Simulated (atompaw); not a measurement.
**Chlorine: generating and testing a PAW (atompaw) potential**

Task: generate the file, and judge it by its logarithmic derivatives, its ghosts and its cutoff.

The numbers are computed with atompaw 4.2.0.5 (PBEsol, scalar-relativistic, spin-unpolarised reference atom).

## 1. Starting point

Typed settings, in words:

| Property | Result |
| --- | --- |
| element | chlorine (Cl, Z = 17) |
| type | PAW |
| frozen core | [Ne] |
| valence charge | 7 |
| reference configuration | 3s2 3p5 |
| partial waves | 3s (bound): rc 1.25 bohr; 3s channel at 2.45 Ry: rc 1.25 bohr; 3p (bound): rc 1.20 bohr; 3p channel at -0.05 Ry: rc 1.20 bohr |
| local potential | troulliermartins scheme with l = 2 at -0.5 Ry, radius 0.85 bohr |
| core correction | smooth core density matched at 0.65 bohr |
| augmentation charge | gaussian compensation charge, radius 1.10 bohr; PAW radius 1.25 bohr; waves and projectors: custom rrkj vanderbiltortho |

The nodes and maxima of the atom's own shells, from an earlier all-electron run, set the scale for the radii.

All-electron outer shells of the reference configuration (PBEsol, scalar-relativistic, ld1.x):

```tsv
shell	level (eV)	outermost node (bohr)	outermost maximum (bohr)
2s	-252.19	0.12	0.36
2p	-191.42	–	0.30
3s	-20.62	0.56	1.27
3p	-8.56	0.53	1.43
```

## 2. The generation run

The input, Cl.input:

```
Cl 17
GGA-PBESOL scalarrelativistic loggrid 1500 logderivrange -4 5 226
3 3 0 0 0 0
3 1 5
0 0 0
c
c
v
c
v
1
1.25 1.10 0.85 0.65
y
2.45
n
y
-0.05
n
custom rrkj vanderbiltortho gaussian
2 -0.5 troulliermartins
1.25
1.25
1.20
1.20
PWSCFOUT
UPFDX 0.0125d0 UPFXMIN -7.d0 UPFZMESH 17.d0
END
```

Launch:

```console
$ atompaw < Cl.input > Cl.log
```

Before running it: what results should come out? Wanted: cutoffs for 10 and 1 mRy, occupied levels; bound ghosts; largest phase difference near zero energy, channels read; lowest eigenvalue of the overlap; share of valence orbitals outside the PAW sphere; UPF file.

As calculated:

| quantity | value |
| --- | --- |
| cutoffs for 10 and 1 mRy, occupied levels | 21 Ry and 55 Ry |
| bound ghosts | none found |
| largest phase difference near zero energy, channels read | 0.000 rad |
| lowest eigenvalue of the overlap (Bessel basis) | 0.356 (s) |
| share of valence orbitals outside the PAW sphere | 3s 65 %, 3p 76 % |
| UPF file | written |

It counts as soft on the atom at that tolerance, with 21 Ry needed at the looser tolerance. The tighter tolerance needs 55 Ry, and converged work needs a cutoff nearer that. The slowest occupied level is 3s: taken alone it needs 30 Ry to come within 1 mRy, against 18 Ry for 3p. It is free of bound ghosts as far as tested. Near zero energy the phases of the channels with partial waves agree within 0.001 rad.
